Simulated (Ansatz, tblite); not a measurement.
# C₁₉H₁₄N₂S₄: a ladder of methods and basis sets

Aim: run the singlet of C₁₉H₁₄N₂S₄ at one geometry on many levels, and compare frontier levels, spin and run time.

The runs use Ansatz 0.2.0, Gaussian basis; as each input shows.

Levels to be run: GFN1-xTB, GFN2-xTB, PBE-D4/def2-TZVP, r2SCAN-D4/def2-TZVP, r2SCANh-D4/def2-TZVP, LDA/def2-TZVP, BHLYP-D4/def2-TZVP, PBE-D4/def2-SVP, PBE0-D4/def2-SVP, HF/STO-3G, HF/6-31G, B3LYP-D4/6-31G, MP2/def2-SVP, RPA/def2-SVP.

## Step 1: The structure

The singlet was relaxed beforehand with PBE-D4/def2-SVP.

SMILES `CN(C)c1ccc(-c2ccc(-c3ccc(-c4ccc(C#N)s4)s3)s2)s1`, 39 atoms, charge 0, spin multiplicity 1.

Bond lengths: C1–N2 1.449 Å, C1–H26 1.111 Å, C1–H27 1.106 Å, C1–H28 1.117 Å, N2–C3 1.450 Å, N2–C4 1.372 Å, C3–H29 1.106 Å, C3–H30 1.110 Å, C3–H31 1.116 Å, C4–C5 1.400 Å, C4–S25 1.759 Å, C5–C6 1.417 Å, C5–H32 1.096 Å, C6–C7 1.393 Å, C6–H33 1.100 Å, C7–C8 1.436 Å, C7–S25 1.766 Å, C8–C9 1.400 Å and more. Angles: N2–C1–H26 110.1°, N2–C1–H27 109.5°, N2–C1–H28 113.1°, H26–C1–H27 107.6°, H26–C1–H28 107.7°, H27–C1–H28 108.6°, C1–N2–C3 119.6°, C1–N2–C4 119.6°, C3–N2–C4 117.8°, N2–C3–H29 109.3°, N2–C3–H30 110.4°, N2–C3–H31 112.8°, H29–C3–H30 107.9°, H29–C3–H31 108.5°, H30–C3–H31 107.8°, N2–C4–C5 128.7°, N2–C4–S25 120.4°, C5–C4–S25 111.0° and more.

PBE0-D4/def2-TZVP was run before; its log isn't repeated, and its numbers join the tables.

## Step 2: GFN1-xTB

Tight binding, by tblite at 300 K electronic temperature and without a spin-polarisation term:

```python
tblite.interface.Calculator('GFN1-xTB', numbers, positions, charge=0, uhf=0).singlepoint()
```

Energy -1872.5131 eV, HOMO -10.00 eV, LUMO -8.65 eV; 0.098 s.

## Step 3: GFN2-xTB

Tight binding, by tblite at 300 K electronic temperature and without a spin-polarisation term:

```python
tblite.interface.Calculator('GFN2-xTB', numbers, positions, charge=0, uhf=0).singlepoint()
```

Energy -1811.9929 eV, HOMO -9.41 eV, LUMO -8.14 eV; 0.096 s.

## Step 4: PBE-D4/def2-TZVP

start.molden holds the orbitals of an earlier run on this state, given as this run's starting guess.

Input file in.yaml:

```yaml
crystal:
  periodic: [false, false, false]
  atoms:
    - {symbol: C, position_ang: [-7.204589, 1.204657, 0.429422]}
    - {symbol: N, position_ang: [-6.634346, 0.116292, -0.338648]}
    - {symbol: C, position_ang: [-7.464768, -1.014896, -0.702288]}
    - {symbol: C, position_ang: [-5.272887, -0.053009, -0.366460]}
    - {symbol: C, position_ang: [-4.536631, -1.144312, -0.843420]}
    - {symbol: C, position_ang: [-3.137715, -0.939537, -0.750282]}
    - {symbol: C, position_ang: [-2.768057, 0.281370, -0.190974]}
    - {symbol: C, position_ang: [-1.463164, 0.824430, 0.063798]}
    - {symbol: C, position_ang: [-1.103899, 2.102210, 0.509813]}
    - {symbol: C, position_ang: [0.289728, 2.283279, 0.649433]}
    - {symbol: C, position_ang: [1.038509, 1.152461, 0.311662]}
    - {symbol: C, position_ang: [2.467403, 0.988308, 0.327925]}
    - {symbol: C, position_ang: [3.452905, 1.957810, 0.554111]}
    - {symbol: C, position_ang: [4.766566, 1.445774, 0.502519]}
    - {symbol: C, position_ang: [4.826701, 0.075636, 0.232678]}
    - {symbol: C, position_ang: [5.976461, -0.780379, 0.100833]}
    - {symbol: C, position_ang: [6.023433, -2.153664, -0.172836]}
    - {symbol: C, position_ang: [7.334602, -2.673340, -0.230055]}
    - {symbol: C, position_ang: [8.315171, -1.705538, -0.001297]}
    - {symbol: C, position_ang: [9.718872, -1.863804, 0.015640]}
    - {symbol: N, position_ang: [10.889555, -1.990101, 0.030603]}
    - {symbol: S, position_ang: [7.591144, -0.134130, 0.288847]}
    - {symbol: S, position_ang: [3.207509, -0.575997, 0.054934]}
    - {symbol: S, position_ang: [-0.028101, -0.154451, -0.179014]}
    - {symbol: S, position_ang: [-4.207507, 1.208613, 0.239429]}
    - {symbol: H, position_ang: [-6.697896, 2.160221, 0.173384]}
    - {symbol: H, position_ang: [-8.275613, 1.315327, 0.175455]}
    - {symbol: H, position_ang: [-7.114161, 1.056685, 1.532765]}
    - {symbol: H, position_ang: [-8.521321, -0.691692, -0.750800]}
    - {symbol: H, position_ang: [-7.179008, -1.399274, -1.703871]}
    - {symbol: H, position_ang: [-7.385555, -1.859574, 0.023034]}
    - {symbol: H, position_ang: [-4.994074, -2.055030, -1.247078]}
    - {symbol: H, position_ang: [-2.394555, -1.676565, -1.087912]}
    - {symbol: H, position_ang: [-1.847834, 2.883412, 0.720453]}
    - {symbol: H, position_ang: [0.751765, 3.218105, 0.994512]}
    - {symbol: H, position_ang: [3.214430, 3.013141, 0.740187]}
    - {symbol: H, position_ang: [5.667380, 2.058335, 0.650533]}
    - {symbol: H, position_ang: [5.117744, -2.756857, -0.325621]}
    - {symbol: H, position_ang: [7.581803, -3.723904, -0.431406]}
basis:
  gaussian: {orbitals: def2-TZVP, fitting: {mean_field: def2-universal-jkfit}, initial_orbitals: start.molden}
hamiltonian: {xc: pbe, dispersion: d4}
scf: {omitted_lower_state_checks: [starts]}
output: {forces: true, orbitals: {seedname: orbitals}}
```

Started as:

```sh
ansatz run in.yaml --threads 2 --pin off --events-out ev --progress --plain --max-ram 32768MiB --backend cuda --devices 0, --max-vram 18GiB
```

What it wrote (excerpt; [...] marks lines left out):

```text
Functional definition: PBE
  name "PBE"
  cite "Perdew, Burke & Ernzerhof, Phys. Rev. Lett. 77, 3865 (1996) doi:10.1103/PhysRevLett.77.3865"
  parent pbe
[...]
2343 factors; integrals over basis functions are off by at most 4.3e-1 eV
[...]
mean field -66214.06216790 eV, -2433.3219031670 hartree, gradient 2.4e-5 eV, S^2 0.000000; 0 other end points of the search recorded, 0 dependent functions left out
[...]
reference -66214.06225900 eV, -2433.3219065148 hartree; 103, 103 occupied and 780, 780 virtual orbitals, 2343 factors
Total energy: -66215.79451803 eV, -2433.3855658601 hartree
Atom 0 at    -7.204589     1.204657     0.429422 Å, force    -0.118790     0.239530     0.164883 eV/Å
Atom 1 at    -6.634346     0.116292    -0.338648 Å, force     0.144356     0.001314    -0.076740 eV/Å
Atom 2 at    -7.464768    -1.014896    -0.702288 Å, force    -0.194247    -0.247320    -0.072872 eV/Å
Atom 3 at    -5.272887    -0.053009    -0.366460 Å, force     0.145029    -0.090697     0.016468 eV/Å
Atom 4 at    -4.536631    -1.144312    -0.843420 Å, force    -0.034178     0.104111     0.023029 eV/Å
Atom 5 at    -3.137715    -0.939537    -0.750282 Å, force     0.020165     0.132239     0.076106 eV/Å
Atom 6 at    -2.768057     0.281370    -0.190974 Å, force    -0.060402    -0.094426    -0.051472 eV/Å
Atom 7 at    -1.463164     0.824430     0.063798 Å, force     0.035790     0.073343     0.024622 eV/Å
[...]
Atom 23 at    -0.028101    -0.154451    -0.179014 Å, force    -0.046036     0.405460     0.127775 eV/Å
Atom 24 at    -4.207507     1.208613     0.239429 Å, force     0.070192    -0.354574    -0.170563 eV/Å
Atom 25 at    -6.697896     2.160221     0.173384 Å, force    -0.125115    -0.274972     0.054026 eV/Å
Atom 26 at    -8.275613     1.315327     0.175455 Å, force     0.289270    -0.056292     0.054675 eV/Å
Atom 27 at    -7.114161     1.056685     1.532765 Å, force    -0.023096     0.010014    -0.297170 eV/Å
Atom 28 at    -8.521321    -0.691692    -0.750800 Å, force     0.294964    -0.064381     0.024229 eV/Å
Atom 29 at    -7.179008    -1.399274    -1.703871 Å, force    -0.053739     0.123098     0.267011 eV/Å
Atom 30 at    -7.385555    -1.859574     0.023034 Å, force    -0.016435     0.230559    -0.164405 eV/Å
Atom 31 at    -4.994074    -2.055030    -1.247078 Å, force     0.118195     0.257159     0.118052 eV/Å
Atom 32 at    -2.394555    -1.676565    -1.087912 Å, force    -0.224019     0.209991     0.092776 eV/Å
Atom 33 at    -1.847834     2.883412     0.720453 Å, force     0.221190    -0.219623    -0.061232 eV/Å
Atom 34 at     0.751765     3.218105     0.994512 Å, force    -0.132287    -0.267783    -0.097135 eV/Å
Atom 35 at     3.214430     3.013141     0.740187 Å, force     0.069495    -0.299640    -0.055262 eV/Å
Atom 36 at     5.667380     2.058335     0.650533 Å, force    -0.259755    -0.166195    -0.039992 eV/Å
Atom 37 at     5.117744    -2.756857    -0.325621 Å, force     0.271477     0.169525     0.042405 eV/Å
Atom 38 at     7.581803    -3.723904    -0.431406 Å, force    -0.065049     0.306081     0.057304 eV/Å
Dipole moment:    -2.648926     0.285017    -0.006351 e Å
Checks for a lower state left out: starts
```

It took 15 s on 1 × H100 (card shared with other runs) with 2 threads of AMD EPYC 7R13, shared host.

Report: HOMO -4.39 eV, LUMO -2.97 eV.

## Step 5: r2SCAN-D4/def2-TZVP

in.yaml: that of step 4 with these lines changed.

```diff
@@ -44,4 +44,4 @@
   gaussian: {orbitals: def2-TZVP, fitting: {mean_field: def2-universal-jkfit}, initial_orbitals: start.molden}
-hamiltonian: {xc: pbe, dispersion: d4}
+hamiltonian: {xc: r2scan, dispersion: d4}
 scf: {omitted_lower_state_checks: [starts]}
-output: {forces: true, orbitals: {seedname: orbitals}}
+output: {orbitals: {seedname: orbitals}}
```

The command is unchanged.

What it wrote:

```text
Functional definition: r2SCAN
  name "r2SCAN"
  cite "Furness, Kaplan, Ning, Perdew & Sun, J. Phys. Chem. Lett. 11, 8208 (2020) doi:10.1021/acs.jpclett.0c02405"
  cite "Furness, Kaplan, Ning, Perdew & Sun, J. Phys. Chem. Lett. 11, 9248 (2020) doi:10.1021/acs.jpclett.0c03077"
  parent r2scan
  parameter k0 = 0.174
  parameter k1 = 0.065
  parameter a1 = 4.9479
  exchange = r2scan_x(k0 = k0, k1 = k1, a1 = a1)
  correlation = r2scan_c
these checks for a lower state are left out or cut short: starts
2343 factors; integrals over basis functions are off by at most 4.3e-1 eV
mean field evaluation 1: about -66244.9908 eV, gradient 1.4e1 eV
mean field evaluation 2: about -66245.1903 eV, gradient 3.2e-1 eV
mean field evaluation 4: about -66245.2278 eV, gradient 5.0e-3 eV
mean field -66245.22777230 eV, -2434.4672180039 hartree, gradient 1.7e-5 eV, S^2 0.000000; 0 other end points of the search recorded, 0 dependent functions left out
reference -66245.22779826 eV, -2434.4672189580 hartree; 103, 103 occupied and 780, 780 virtual orbitals, 2343 factors
Total energy: -66245.70837532 eV, -2434.4848798389 hartree
Checks for a lower state left out: starts
```

It took 18 s on 1 × H100 (card shared with other runs) with 2 threads of AMD EPYC 7R13, shared host.

From the report: HOMO -4.49 eV, LUMO -2.95 eV.

## Step 6: r2SCANh-D4/def2-TZVP

in.yaml: that of step 5 with these lines changed.

```diff
@@ -44,4 +44,4 @@
   gaussian: {orbitals: def2-TZVP, fitting: {mean_field: def2-universal-jkfit}, initial_orbitals: start.molden}
-hamiltonian: {xc: r2scan, dispersion: d4}
+hamiltonian: {xc: {name: r2SCANh}, dispersion: d4}
 scf: {omitted_lower_state_checks: [starts]}
-output: {orbitals: {seedname: orbitals}}
+output: {forces: true, orbitals: {seedname: orbitals}}
```

Same command.

What it wrote (excerpt; [...] marks lines left out):

```text
Functional definition: r2SCANh
  name "r2SCANh"
  cite "Bursch, Neugebauer, Ehlert & Grimme, J. Chem. Phys. 156, 134105 (2022) doi:10.1063/5.0086040"
  cite "Furness, Kaplan, Ning, Perdew & Sun, J. Phys. Chem. Lett. 11, 8208 (2020) doi:10.1021/acs.jpclett.0c02405"
  cite "Furness, Kaplan, Ning, Perdew & Sun, J. Phys. Chem. Lett. 11, 9248 (2020) doi:10.1021/acs.jpclett.0c03077"
  parent r2scan
[...]
2343 factors; integrals over basis functions are off by at most 4.3e-1 eV
[...]
mean field -66243.61804341 eV, -2434.4080615581 hartree, gradient 2.1e-5 eV, S^2 0.000000; 0 other end points of the search recorded, 0 dependent functions left out
[...]
reference -66243.61806726 eV, -2434.4080624346 hartree; 103, 103 occupied and 780, 780 virtual orbitals, 2343 factors
Total energy: -66244.13003062 eV, -2434.4268767411 hartree
[...]
Atom 30 at    -7.385555    -1.859574     0.023034 Å, force    -0.020443     0.472286    -0.350008 eV/Å
Atom 31 at    -4.994074    -2.055030    -1.247078 Å, force     0.245805     0.521408     0.234081 eV/Å
Atom 32 at    -2.394555    -1.676565    -1.087912 Å, force    -0.431029     0.417185     0.188465 eV/Å
Atom 33 at    -1.847834     2.883412     0.720453 Å, force     0.431515    -0.443598    -0.119516 eV/Å
Atom 34 at     0.751765     3.218105     0.994512 Å, force    -0.264499    -0.535006    -0.195535 eV/Å
Atom 35 at     3.214430     3.013141     0.740187 Å, force     0.138698    -0.604114    -0.109369 eV/Å
Atom 36 at     5.667380     2.058335     0.650533 Å, force    -0.513327    -0.339949    -0.082235 eV/Å
Atom 37 at     5.117744    -2.756857    -0.325621 Å, force     0.530361     0.342160     0.086108 eV/Å
Atom 38 at     7.581803    -3.723904    -0.431406 Å, force    -0.133777     0.605744     0.114676 eV/Å
Dipole moment:    -2.607057     0.282216    -0.002858 e Å
Checks for a lower state left out: starts
```

Wall time 20 s (1 × H100 (card shared with other runs) with 2 threads of AMD EPYC 7R13, shared host); peak host memory 1.5 GiB.

From the report: HOMO -4.76 eV, LUMO -2.76 eV.

## Step 7: LDA/def2-TZVP

in.yaml: that of step 6 with these lines changed.

```diff
@@ -44,4 +44,4 @@
   gaussian: {orbitals: def2-TZVP, fitting: {mean_field: def2-universal-jkfit}, initial_orbitals: start.molden}
-hamiltonian: {xc: {name: r2SCANh}, dispersion: d4}
+hamiltonian: {xc: lda}
 scf: {omitted_lower_state_checks: [starts]}
-output: {forces: true, orbitals: {seedname: orbitals}}
+output: {orbitals: {seedname: orbitals}}
```

Same command.

What it wrote:

```text
Functional definition: SPW92
  name "SPW92"
  cite "Dirac, Proc. Camb. Phil. Soc. 26, 376 (1930) doi:10.1017/S0305004100016108"
  cite "Slater, Phys. Rev. 81, 385 (1951) doi:10.1103/PhysRev.81.385"
  cite "Perdew & Wang, Phys. Rev. B 45, 13244 (1992) doi:10.1103/PhysRevB.45.13244"
  exchange = slater_x
  correlation = pw_c
these checks for a lower state are left out or cut short: starts
2343 factors; integrals over basis functions are off by at most 4.3e-1 eV
mean field evaluation 1: about -65905.1639 eV, gradient 8.2e1 eV
mean field evaluation 2: about -65907.2765 eV, gradient 2.5e0 eV
mean field evaluation 4: about -65907.3176 eV, gradient 3.1e-1 eV
mean field evaluation 8: about -65907.3178 eV, gradient 1.3e-5 eV
mean field -65907.31777887 eV, -2422.0492547888 hartree, gradient 1.3e-5 eV, S^2 0.000000; 0 other end points of the search recorded, 0 dependent functions left out
reference -65907.31786245 eV, -2422.0492578606 hartree; 103, 103 occupied and 780, 780 virtual orbitals, 2343 factors
Total energy: -65907.31786245 eV, -2422.0492578606 hartree
Checks for a lower state left out: starts
```

Run time: 13 s. Hardware: 1 × H100 (card shared with other runs) with 2 threads of AMD EPYC 7R13, shared host.

HOMO -4.60 eV, LUMO -3.20 eV.

## Step 8: BHLYP-D4/def2-TZVP

in.yaml: that of step 7 with these lines changed.

```diff
@@ -44,3 +44,3 @@
   gaussian: {orbitals: def2-TZVP, fitting: {mean_field: def2-universal-jkfit}, initial_orbitals: start.molden}
-hamiltonian: {xc: lda}
+hamiltonian: {xc: {name: BHLYP}, dispersion: d4}
 scf: {omitted_lower_state_checks: [starts]}
```

Same command.

What it wrote:

```text
Functional definition: BHLYP
  name "BHLYP"
  cite "Becke, J. Chem. Phys. 98, 1372 (1993) doi:10.1063/1.464304"
  cite "Becke, Phys. Rev. A 38, 3098 (1988) doi:10.1103/PhysRevA.38.3098"
  cite "Lee, Yang & Parr, Phys. Rev. B 37, 785 (1988) doi:10.1103/PhysRevB.37.785"
  parameter a = 0.5
  exchange = (1 - a)*b88_x + a*exact_x
  correlation = lyp_c
these checks for a lower state are left out or cut short: starts
2343 factors; integrals over basis functions are off by at most 4.3e-1 eV
mean field evaluation 1: about -66244.8371 eV, gradient 1.8e1 eV
mean field evaluation 2: about -66245.2577 eV, gradient 5.3e-1 eV
mean field evaluation 4: about -66245.2608 eV, gradient 4.8e-3 eV
mean field -66245.26082498 eV, -2434.4684326675 hartree, gradient 2.3e-5 eV, S^2 0.000000; 0 other end points of the search recorded, 0 dependent functions left out
reference -66245.26123133 eV, -2434.4684476006 hartree; 103, 103 occupied and 780, 780 virtual orbitals, 2343 factors
Total energy: -66247.36342505 eV, -2434.5457017947 hartree
Checks for a lower state left out: starts
```

Wall time 15 s (1 × H100 (card shared with other runs) with 2 threads of AMD EPYC 7R13, shared host).

HOMO -5.69 eV, LUMO -1.70 eV.

## Step 9: PBE-D4/def2-SVP

in.yaml: that of step 8 with these lines changed.

```diff
@@ -43,4 +43,4 @@
 basis:
-  gaussian: {orbitals: def2-TZVP, fitting: {mean_field: def2-universal-jkfit}, initial_orbitals: start.molden}
-hamiltonian: {xc: {name: BHLYP}, dispersion: d4}
+  gaussian: {orbitals: def2-SVP, fitting: {mean_field: def2-universal-jkfit}, initial_orbitals: start.molden}
+hamiltonian: {xc: pbe, dispersion: d4}
 scf: {omitted_lower_state_checks: [starts]}
```

The command is unchanged.

What it wrote:

```text
Functional definition: PBE
  name "PBE"
  cite "Perdew, Burke & Ernzerhof, Phys. Rev. Lett. 77, 3865 (1996) doi:10.1103/PhysRevLett.77.3865"
  parent pbe
  parameter kappa = 0.804
  parameter beta = 0.06672455060314922
  exchange = pbe_x(kappa = kappa, mu = beta*pi^2/3)
  correlation = pbe_c(beta = beta)
these checks for a lower state are left out or cut short: starts
2343 factors; integrals over basis functions are off by at most 2.4e-1 eV
mean field evaluation 1: about -66173.8573 eV, gradient 1.7e1 eV
mean field evaluation 2: about -66174.5865 eV, gradient 6.0e-1 eV
mean field evaluation 4: about -66174.5794 eV, gradient 5.5e-3 eV
mean field -66174.57940619 eV, -2431.8709384365 hartree, gradient 2.3e-5 eV, S^2 0.000000; 0 other end points of the search recorded, 0 dependent functions left out
reference -66174.57947797 eV, -2431.8709410743 hartree; 103, 103 occupied and 333, 333 virtual orbitals, 2343 factors
Total energy: -66176.31173700 eV, -2431.9346004197 hartree
Checks for a lower state left out: starts
```

Wall time 8 s (1 × H100 (card shared with other runs) with 2 threads of AMD EPYC 7R13, shared host).

Report: HOMO -4.31 eV, LUMO -2.85 eV.

## Step 10: PBE0-D4/def2-SVP

in.yaml: that of step 9 with these lines changed.

```diff
@@ -44,3 +44,3 @@
   gaussian: {orbitals: def2-SVP, fitting: {mean_field: def2-universal-jkfit}, initial_orbitals: start.molden}
-hamiltonian: {xc: pbe, dispersion: d4}
+hamiltonian: {xc: pbe0, dispersion: d4}
 scf: {omitted_lower_state_checks: [starts]}
```

Same command.

What it wrote:

```text
Functional definition: PBE0
  name "PBE0"
  cite "Adamo & Barone, J. Chem. Phys. 110, 6158 (1999) doi:10.1063/1.478522"
  cite "Perdew, Burke & Ernzerhof, Phys. Rev. Lett. 77, 3865 (1996) doi:10.1103/PhysRevLett.77.3865"
  parent pbe
  parameter a = 0.25
  parameter kappa = 0.804
  parameter beta = 0.06672455060314922
  exchange = (1 - a)*pbe_x(kappa = kappa, mu = beta*pi^2/3) + a*exact_x
  correlation = pbe_c(beta = beta)
these checks for a lower state are left out or cut short: starts
2343 factors; integrals over basis functions are off by at most 2.4e-1 eV
mean field evaluation 1: about -66178.9193 eV, gradient 1.2e1 eV
mean field evaluation 2: about -66179.3405 eV, gradient 2.9e-1 eV
mean field evaluation 4: about -66179.3327 eV, gradient 3.9e-4 eV
mean field -66179.33269173 eV, -2432.0456184581 hartree, gradient 1.1e-5 eV, S^2 0.000000; 0 other end points of the search recorded, 0 dependent functions left out
reference -66179.33274820 eV, -2432.0456205334 hartree; 103, 103 occupied and 333, 333 virtual orbitals, 2343 factors
Total energy: -66180.82458742 eV, -2432.1004446138 hartree
Checks for a lower state left out: starts
```

It took 9.5 s on 1 × H100 (card shared with other runs) with 2 threads of AMD EPYC 7R13, shared host.

From the report: HOMO -5.09 eV, LUMO -2.39 eV.

## Step 11: HF/STO-3G

in.yaml: that of step 10 with these lines changed.

```diff
@@ -43,4 +43,4 @@
 basis:
-  gaussian: {orbitals: def2-SVP, fitting: {mean_field: def2-universal-jkfit}, initial_orbitals: start.molden}
-hamiltonian: {xc: pbe0, dispersion: d4}
+  gaussian: {orbitals: STO-3G}
+hamiltonian: {xc: hf}
 scf: {omitted_lower_state_checks: [starts]}
```

Launched as before.

What it wrote:

```text
Functional definition: HF
  name "HF"
  cite "Fock, Z. Phys. 61, 126 (1930) doi:10.1007/BF01340294"
  parent pbe
  exchange = exact_x
  correlation = 0
these checks for a lower state are left out or cut short: starts
2105 factors; integrals over basis functions are off by at most 4.2e-5 eV
mean field evaluation 1: about -65269.2287 eV, gradient 5.0e1 eV
mean field evaluation 2: about -65270.3177 eV, gradient 5.0e1 eV
mean field evaluation 4: about -65279.3011 eV, gradient 8.0e0 eV
mean field evaluation 8: about -65279.5810 eV, gradient 1.2e-1 eV
mean field -65279.58119963 eV, -2398.9803609969 hartree, gradient 2.0e-5 eV, S^2 0.000000; 0 other end points of the search recorded, 0 dependent functions left out
reference -65279.58119963 eV, -2398.9803609969 hartree; 103, 103 occupied and 52, 52 virtual orbitals, 2105 factors
Total energy: -65279.58119963 eV, -2398.9803609969 hartree
Checks for a lower state left out: starts
```

Wall time 9 s (1 × H100 (card shared with other runs) with 2 threads of AMD EPYC 7R13, shared host).

Report: HOMO -4.05 eV, LUMO 3.79 eV.

## Step 12: HF/6-31G

in.yaml: that of step 11 with these lines changed.

```diff
@@ -43,3 +43,3 @@
 basis:
-  gaussian: {orbitals: STO-3G}
+  gaussian: {orbitals: 6-31G}
 hamiltonian: {xc: hf}
```

Same command.

What it wrote:

```text
Functional definition: HF
  name "HF"
  cite "Fock, Z. Phys. 61, 126 (1930) doi:10.1007/BF01340294"
  parent pbe
  exchange = exact_x
  correlation = 0
these checks for a lower state are left out or cut short: starts
3685 factors; integrals over basis functions are off by at most 2.3e-4 eV
mean field evaluation 1: about -66003.0613 eV, gradient 5.5e1 eV
mean field evaluation 2: about -66004.0531 eV, gradient 5.5e1 eV
mean field evaluation 4: about -66014.1972 eV, gradient 1.2e1 eV
mean field evaluation 8: about -66014.6694 eV, gradient 1.8e-1 eV
mean field -66014.67311079 eV, -2425.9944904691 hartree, gradient 2.0e-5 eV, S^2 0.000000; 0 other end points of the search recorded, 0 dependent functions left out
reference -66014.67311079 eV, -2425.9944904691 hartree; 103, 103 occupied and 166, 166 virtual orbitals, 3685 factors
Total energy: -66014.67311079 eV, -2425.9944904691 hartree
Checks for a lower state left out: starts
```

Run time: 15 s. Hardware: 1 × H100 (card shared with other runs) with 2 threads of AMD EPYC 7R13, shared host.

HOMO -6.50 eV, LUMO 0.53 eV.

[end of part 1 of 2]
